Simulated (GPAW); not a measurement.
Crystal: BiTe.

```xyz
2
Lattice="0.0000 3.2350 3.2350 3.2350 0.0000 3.2350 3.2350 3.2350 0.0000" Properties=species:S:1:pos:R:3 pbc="T T T"
Bi    0.0000    0.0000    0.0000
Te    3.2350    3.2350    3.2350
```

Base run:

| Quantity | Value |
| --- | --- |
| Program | GPAW 26.7.0 |
| Functional | PBEsol |
| Potentials or basis | PAW data sets generated in the run's folder for this functional |
| Cutoff | 600 eV |
| Basis | pw |
| k mesh | 7 × 7 × 7 |
| Occupations | gaussian, width 0.1 eV |
| Spin | no spin polarisation |

Its results: band gap on the k mesh none (metal or under the smearing width); pressure -1.8 GPa.

The run is repeated on the same cell with these changes: functional from PBEsol to RPBE; potentials or basis from PAW data sets generated in the run's folder for this functional to the program's PAW data sets (release 1.2.1) made for this functional. What comes out?

Band gap on the k mesh none (metal or under the smearing width); pressure 2.0 GPa.

Caveats: spin-orbit coupling is left out, which moves the levels of the heavy elements.
